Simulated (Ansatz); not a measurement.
Debugging a geometry optimisation of BFH6SSi2, SMILES B[SiH2][SiH](F)S (the Python package of Ansatz (0.2.0)).

Script `opt_bfh6ssi2.py`:
```python
"""Relax the BFH6SSi2 molecule."""

import ansatz as az
import numpy as np

BASIS_SET = "6-31G*"
XC = "B3LYP"


def main() -> None:
    geometry = (
        az.Crystal.molecule()
        .atom("B", (-1.32, 1.4282, 0.3613))
        .atom("Si", (-0.3473, -0.0451, 0.9919))
        .atom("Si", (1.2894, -0.4623, -0.4465))
        .atom("F", (2.2775, -1.784, 0.1073))
        .atom("D", (0.509, -0.8941, -2.3899))
        .atom("H", (-2.3013, 1.8734, 0.9619))
        .atom("H", (-1.0354, 2.0098, -0.6543))
        .atom("H", (-1.179, -1.2039, 1.0768))
        .atom("H", (0.2151, 0.2828, 2.3612))
        .atom("H", (2.2055, 0.7116, -0.4922))
        .atom("H", (-0.248, -1.9735, -1.857))
    )

    job = geometry.calculation()
    job = job.basis(gaussian=BASIS_SET)
    job = job.functional(XC)
    symbols = [site.symbol for site in geometry.cartesian_sites]
    start = np.array([site.position_ang for site in geometry.cartesian_sites], dtype=float)
    report = job.relax(force_tolerance=0.01, max_steps=30).run().report
    end = np.array(report["positions_ang"])

    print("reference energy %16.6f eV" % report["reference_energy_ev"])
    print("total energy     %16.6f eV" % report["free_energy_ev"])
    print("occupied orbitals outside the frozen core (up, down):", report["n_occupied"], " frozen:", report["n_frozen"], " virtual:", report["n_virtual"])

    print("final positions (A) and the move of each atom")
    for symbol, xyz, old in zip(symbols, end, start):
        print(f"{symbol:2s} {xyz[0]:10.5f} {xyz[1]:10.5f} {xyz[2]:10.5f}   {np.linalg.norm(xyz - old):7.4f}")


if __name__ == "__main__":
    main()
```

```console
$ python opt_bfh6ssi2.py
Traceback (most recent call last):
  File "opt_bfh6ssi2.py", line 44, in <module>
    main()
    ~~~~^^
  File "opt_bfh6ssi2.py", line 17, in main
    .atom("D", (0.509, -0.8941, -2.3899))
     ~~~~^^^^^^^^^^^^^^^^^^^^^^^^^^^^^^^^
  ...
ansatz.errors.InputError: .atom('D', …): `D` is not an element symbol (H … Og, case-exact)
```
(Library frames cut from the traceback.)

Why does it end like this?

The fault: the element symbol isn't valid. Mended:

```diff
--- before
+++ after
@@ -16,3 +16,3 @@
         .atom("F", (2.2775, -1.784, 0.1073))
-        .atom("D", (0.509, -0.8941, -2.3899))
+        .atom("S", (0.509, -0.8941, -2.3899))
         .atom("H", (-2.3013, 1.8734, 0.9619))
@@ -30,3 +30,3 @@
     start = np.array([site.position_ang for site in geometry.cartesian_sites], dtype=float)
-    report = job.relax(force_tolerance=0.01, max_steps=30).run().report
+    report = job.relax(force_tolerance=0.01, max_steps=100).run().report
     end = np.array(report["positions_ang"])
```

With that change:

```console
$ python opt_bfh6ssi2.py
reference energy    -30083.032134 eV
total energy        -30083.032134 eV
occupied orbitals outside the frozen core (up, down): [32, 32]  frozen: 0  virtual: [67, 67]
final positions (A) and the move of each atom
B    -1.38845    1.52100    0.36533    0.1154
Si   -0.29743    0.01139    1.13010    0.1574
Si    1.34023   -0.54665   -0.47245    0.1018
F     2.26819   -1.74023    0.11358    0.0452
S     0.47149   -1.07993   -2.36972    0.1906
H    -2.40114    1.31186   -0.23137    1.3226
H    -1.01373    2.65184    0.45250    1.2797
H    -1.08600   -1.22996    1.38080    0.3190
H     0.42178    0.37184    2.38638    0.2265
H     2.23368    0.58278   -0.83752    0.3696
H    -0.48313   -1.91104   -1.89714    0.2466
```

Total energies depend on the basis set; only differences at equal settings carry meaning. The end point is the stationary point reached from this start; no frequency run checks that it is a minimum, and the basis set is modest. b3lyp holds the VWN-RPA fit, as in Gaussian; the form of ORCA and Turbomole is b3lyp5. It ran for 2.6 min on 1 thread of Arm Neoverse V1, on a shared host, peak memory 0.29 GiB.

(Lines on the test bed's own set-up are left out of the output.)
